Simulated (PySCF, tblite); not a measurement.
# C5H5NO2: geometry, infrared bands and NMR shifts

Wanted: the infrared bands and NMR shifts of C5H5NO2 (`C=Cc1ncc(O)o1`), by calculation.

Programs: tblite 0.8.0 and PySCF 2.14.0, with density-fitted response routines of our own. Each step states its level of theory. These are calculated values for one molecule in the gas phase, unless marked as measured. Atoms count from 0, in the outputs and in this text.

## Step 1: The molecule as given

13 atoms, charge 0, multiplicity 1; geometry from: force field or distance geometry start.

Bonds of the start (Å): C0–C1 1.34, C1–C2 1.40, C2–N3 1.33, N3–C4 1.36, C4–C5 1.36, C5–O6 1.32, C5–O7 1.37, O7–C2 1.40, C0–H8 1.08, C0–H9 1.09, C1–H10 1.09, C4–H11 1.09, O6–H12 0.98.

## Step 2: Relaxing the molecule with GFN2-xTB

What the job is given:

```
{"job": {"kind": "relax", "xc": "GFN2-xTB", "basis": "xTB"}, "charge": 0, "multiplicity": 1}
C      1.616100     0.474100     1.843700
C      1.391600    -0.494800     0.943100
C      0.350000    -0.450600     0.003900
N      0.088300    -1.379800    -0.912300
C     -1.002200    -0.938900    -1.598100
C     -1.390900     0.272700    -1.108500
O     -2.329600     1.157300    -1.368700
O     -0.551000     0.614500    -0.085700
H      2.428600     0.399000     2.557500
H      0.981000     1.364300     1.897200
H      2.034100    -1.376400     0.929500
H     -1.443100    -1.502900    -2.414600
H     -2.177400     1.862000    -0.704700
```

Started as:

```sh
$ OMP_NUM_THREADS=1 python probes_run.py task.json out
```

The driver reads the jobs from task.json and runs them one after another.

**Question.** This job is followed by: GFN2-xTB harmonic vibrations, gas phase; GIAO PBE0/pcSseg-1 NMR shielding, non-relativistic, gas phase. What will the session give for the following? strongest single infrared mode (GFN2-xTB); zero-point energy (GFN2-xTB); 13C shifts against TMS (PBE0/pcSseg-1); 1H shifts against TMS (PBE0/pcSseg-1); 15N shifts against NH3 (PBE0/pcSseg-1); 17O shifts against H2O (PBE0/pcSseg-1).

**Answer**, as computed:

| quantity | value |
| --- | --- |
| strongest single infrared mode (GFN2-xTB) | 1595 cm⁻¹, 279 km/mol |
| zero-point energy (GFN2-xTB) | 58.0 kcal/mol |
| 13C shifts against TMS (PBE0/pcSseg-1) | 165.1, 155.6, 133.1, 121.2, 107.2 ppm |
| 1H shifts against TMS (PBE0/pcSseg-1) | 6.75, 6.48, 6.00, 5.57, 4.87 ppm |
| 15N shifts against NH3 (PBE0/pcSseg-1) | 316.1 ppm |
| 17O shifts against H2O (PBE0/pcSseg-1) | 299.4, 99.7 ppm |

**Reading.** Over 30 steps the energy fell by 0.150 eV; of the close pairs, C1–C2 changed most, 1.403 to 1.436 Å. No mode is imaginary among the 33: a minimum at this level. The strongest single mode, at 1595 cm⁻¹, moves mainly C5. Unscaled tight-binding wavenumbers are off by several per cent, some by more. Its intensities can rank the bands wrongly. At PBE0/pcSseg-1: The widest tensor belongs to N3: span 482 ppm, with a paramagnetic part of -380 ppm. NICS(1)zz of -20 ppm above the planar ring from C2 marks a diatropic (aromatic) ring current.
